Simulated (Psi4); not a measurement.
# GeTe (SMILES [Ge][Te]) at MP2/def2-SVPD (density fitting, core potential, density fitting for correlation, sweep point 5)

Wanted: the energy of GeTe. The job is set up through a Python script.

Program for the calculation: Psi4 1.11.

2 further runs of the same task are left out: 2 set aside as unsound or not needed.

## Step 1: The molecule

GeTe has 2 atoms, charge 0, and is taken as a singlet. As SMILES, `[Ge][Te]`. The bond length is the measured one.

Bond lengths: Ge1–Te2 2.340 Å.

## Step 2: A single-point energy at MP2/def2-SVPD (density fitting, core potential, density fitting for correlation, sweep point 5)

run.py

```python
import psi4

psi4.set_memory(1600000000)
psi4.set_num_threads(1)
psi4.core.set_output_file('output.dat', False)

geom = psi4.geometry("""
0 1
Ge     0.000000     0.000000     0.000000
Te     0.000000     0.000000     2.340165
units angstrom
symmetry c1
""")

psi4.set_options({
    'basis': 'def2-SVPD',
    'scf_type': 'df',
    'num_frozen_docc': 13,
    'guess': 'modhuckel',
})

E = psi4.energy('mp2')
print(f'total energy {E:.8f} hartree = {E * 27.211386:.5f} eV')
for k, v in sorted(psi4.core.scalar_variables().items()):
    print(f'{k:45s} {v:18.10f}')
```

Launch:

```console
$ python run.py
```

output.dat:

```text
[...]
    !!!  WARNING: ECP capability is in beta. Please check occupations closely.  !!!
[...]
  Running in c1 symmetry.
[...]
  Nuclear repulsion =  173.666428561473225
[...]
  Multiplicity = 1
[...]
  Nalpha       = 28
  Nbeta        = 28
[...]
    Number of basis functions: 73
[...]
   @DF-RHF iter   1: -2341.69887358590859   -2.34170e+03   2.56066e-02 ADIIS/DIIS
[...]
   @DF-RHF iter  12: -2342.13331759006724   -9.09495e-12   4.21011e-09 DIIS
[...]
    Orbital Energies [Eh]
    ---------------------
    Doubly Occupied:
       1A   -405.249988     2A    -52.177219     3A    -46.277224
       4A    -46.277224     5A    -46.275713     6A     -7.232469
       7A     -7.103351     8A     -5.207690     9A     -5.207690
      10A     -5.203029    11A     -5.071687    12A     -5.068905
      13A     -5.068905    14A     -1.928719    15A     -1.925678
      16A     -1.925678    17A     -1.923019    18A     -1.923019
      19A     -1.681985    20A     -1.681985    21A     -1.675882
      22A     -1.675882    23A     -1.674901    24A     -0.812160
      25A     -0.566419    26A     -0.351207    27A     -0.327349
      28A     -0.327349
[...]
  @DF-RHF Final Energy: -2342.13331759006724
   => Energetics <=
    Nuclear Repulsion Energy =            173.6664285614732250
    One-Electron Energy =               -3707.9548476682866749
    Two-Electron Energy =                1192.1551015167462992
    Total Energy =                      -2342.1333175900672359
[...]
 Multipole Moments:
 ------------------------------------------------------------------------------------
     Multipole            Electronic (a.u.)      Nuclear  (a.u.)        Total (a.u.)
 ------------------------------------------------------------------------------------
 L = 1.  Multiply by 2.5417464519 to convert [e a0] to [Debye]
 Dipole X            :          0.0000001            0.0000000            0.0000001
 Dipole Y            :         -0.0000000            0.0000000           -0.0000000
 Dipole Z            :         50.9608980          -51.6995702           -0.7386722
 Magnitude           :                                                    0.7386722
[...]
```

On the terminal:

```text
total energy -2342.46395617 hartree = -63741.69090 eV
CURRENT CORRELATION ENERGY                         -0.3306385785
CURRENT ENERGY                                  -2342.4639561686
CURRENT REFERENCE ENERGY                        -2342.1333175901
CUSTOM SCS-MP2 CORRELATION ENERGY                  -0.3058320035
CUSTOM SCS-MP2 TOTAL ENERGY                     -2342.4391495936
DD SOLVATION ENERGY                                 0.0000000000
HF KINETIC ENERGY                                2177.6154848308
HF POTENTIAL ENERGY                             -4519.7488024208
HF TOTAL ENERGY                                 -2342.1333175901
HF VIRIAL RATIO                                     2.0755495329
MP2 CORRELATION ENERGY                             -0.3306385785
MP2 DOUBLES ENERGY                                 -0.3306385785
MP2 OPPOSITE-SPIN CORRELATION ENERGY               -0.2257143970
MP2 SAME-SPIN CORRELATION ENERGY                   -0.1049241816
MP2 SINGLES ENERGY                                 -0.0000000000
MP2 TOTAL ENERGY                                -2342.4639561686
NUCLEAR REPULSION ENERGY                          173.6664285615
ONE-ELECTRON ENERGY                             -3707.9548476683
PCM POLARIZATION ENERGY                             0.0000000000
PE ENERGY                                           0.0000000000
SCF ITERATION ENERGY                            -2342.1333175901
SCF ITERATIONS                                     12.0000000000
SCF TOTAL ENERGY                                -2342.1333175901
SCS-MP2 CORRELATION ENERGY                         -0.3058320035
SCS-MP2 TOTAL ENERGY                            -2342.4391495936
TWO-ELECTRON ENERGY                              1192.1551015167
```

It took 1.9 s on 1 thread of INTEL XEON PLATINUM 8581C at 2.10GHz (Emerald Rapids), shared host; peak memory 0.22 GiB.

## Step 3: Results

Level: MP2/def2-SVPD (density fitting, core potential, density fitting for correlation, sweep point 5), 13 core orbitals frozen.

```
                                    quantity           value
                                total energy  -2342.46396 Eh
         HOMO energy (Hartree–Fock orbitals)        -8.91 eV
         LUMO energy (Hartree–Fock orbitals)         0.09 eV
       HOMO–LUMO gap (Hartree–Fock orbitals)         8.99 eV
correlation energy (13 core orbitals frozen)      -330.6 mEh
```
